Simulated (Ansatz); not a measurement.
# C₅H₆N₂: up Jacob's ladder to CCSD(T)

The task here is to estimate one member of a computed series from the others.

The runs use Ansatz 0.2.0, Gaussian basis; functionals in def2-TZVPP, the program's frozen cores in correlated methods.

Levels to be run: LDA (SPW92), PBE-D4, revPBE-D4, BLYP-D4, r2SCAN-D4, B97M-V, PBE0-D4, B3LYP-D4, r2SCANh-D4, r2SCAN0-D4, HSE06-D4, BHLYP-D4, CAM-B3LYP-D4, LC-ωPBE, ωB97X-V, ωB97M-V, B2PLYP, PBE-QIDH; CCSD(T)/def2-SVP; CCSD(T)/def2-TZVPP; MP2/def2-QZVPP; extrapolation to the limit; RPA on PBE.

## Structure used throughout

An earlier PBE0-D4 in a triple-zeta def2 set relaxation fixed the geometry.

SMILES `CC(C)(C#N)C#N`, 13 atoms, charge 0, spin multiplicity 1.

Atoms are counted from 1 here; the program's logs count them from 0.

Bond lengths: C1–C2 1.538 Å, C1–H8 1.090 Å, C1–H9 1.090 Å, C1–H10 1.089 Å, C2–C3 1.538 Å, C2–C4 1.468 Å, C2–C6 1.468 Å, C3–H11 1.090 Å, C3–H12 1.090 Å, C3–H13 1.089 Å, C4–N5 1.149 Å, C6–N7 1.149 Å. Angles: C2–C1–H8 109.3°, C2–C1–H9 109.3°, C2–C1–H10 111.0°, H8–C1–H9 109.2°, H8–C1–H10 109.0°, H9–C1–H10 109.0°, C1–C2–C3 111.2°, C1–C2–C4 109.2°, C1–C2–C6 109.2°, C3–C2–C4 109.2°, C3–C2–C6 109.2°, C4–C2–C6 108.7°, C2–C3–H11 109.3°, C2–C3–H12 109.3°, C2–C3–H13 111.0°, H11–C3–H12 109.2°, H11–C3–H13 109.0°, H12–C3–H13 109.0° and more.

Set-up of the first run:

in.yaml

```yaml
crystal:
  periodic: [false, false, false]
  atoms:
    - {symbol: C, position_ang: [-0.885080, 0.042418, 1.085808]}
    - {symbol: C, position_ang: [0.010409, 0.228277, -0.150505]}
    - {symbol: C, position_ang: [0.839760, -1.036070, -0.430711]}
    - {symbol: C, position_ang: [-0.830950, 0.523414, -1.317334]}
    - {symbol: N, position_ang: [-1.510398, 0.711608, -2.223973]}
    - {symbol: C, position_ang: [0.916907, 1.361430, 0.074674]}
    - {symbol: N, position_ang: [1.644290, 2.224122, 0.288536]}
    - {symbol: H, position_ang: [-1.562746, -0.794784, 0.916556]}
    - {symbol: H, position_ang: [-0.260422, -0.170530, 1.953702]}
    - {symbol: H, position_ang: [-1.471015, 0.939643, 1.281518]}
    - {symbol: H, position_ang: [0.167067, -1.876408, -0.604212]}
    - {symbol: H, position_ang: [1.469376, -1.251992, 0.432855]}
    - {symbol: H, position_ang: [1.472791, -0.901128, -1.306895]}
basis:
  gaussian: {orbitals: def2-TZVPP}
hamiltonian: {xc: lda}
output: {orbitals: {seedname: orbitals}}
```

Run with:

```
$ ansatz run in.yaml --threads 2 --pin off --events-out ev --progress --plain --max-ram 20480MiB --backend cuda --devices 0, --max-vram 18GiB
```

Among the steps run: LDA; PBE-D4 (GGA); revPBE-D4 (GGA); BLYP-D4 (GGA); r2SCAN-D4 (meta-GGA); B97M-V (meta-GGA); B3LYP-D4 (hybrid); r2SCANh-D4 (hybrid); r2SCAN0-D4 (hybrid); HSE06-D4 (hybrid); BHLYP-D4 (hybrid); CAM-B3LYP-D4 (range-separated); LC-ωPBE (range-separated); ωB97X-V (range-separated); ωB97M-V (range-separated); B2PLYP (double hybrid); PBE-QIDH (double hybrid).

One table of the session follows, with a row left open; its other results are not shown here.

It belongs to the step «Frontier levels by functional». 

| functional | HOMO (eV) | gap (eV) |
| --- | --- | --- |
| LDA (SPW92) | -8.69 | 6.95 |
| PBE-D4 | -8.47 | 7.01 |
| revPBE-D4 | -8.39 | 7.03 |
| BLYP-D4 | -8.33 | 6.99 |
| r2SCAN-D4 | -8.75 | 7.50 |
| B97M-V | -8.75 | 7.62 |
| PBE0-D4 | -9.81 | 9.41 |
| B3LYP-D4 | -9.57 | 8.91 |
| r2SCANh-D4 | -9.25 | 8.40 |
| r2SCAN0-D4 | ? | ? |
| HSE06-D4 | -9.40 | 8.62 |
| BHLYP-D4 | -11.02 | 11.67 |
| CAM-B3LYP-D4 | -11.24 | 11.95 |
| LC-ωPBE | -12.66 | 14.63 |
| ωB97X-V | -12.23 | 14.06 |
| ωB97M-V | -12.11 | 13.68 |

**Question.** Estimate the row for r2SCAN0-D4.

Worked estimate for «HOMO (eV)». Against the share of exact exchange, r2SCAN-D4 (0, -8.75), r2SCANh-D4 (0.1, -9.25) give a slope of -5.00 per unit share; at 0.25 the line stands at -10.00.

**Answer.** HOMO (eV): -10.00; gap (eV): 9.73. In «HOMO (eV)» the line misses by 0.00.
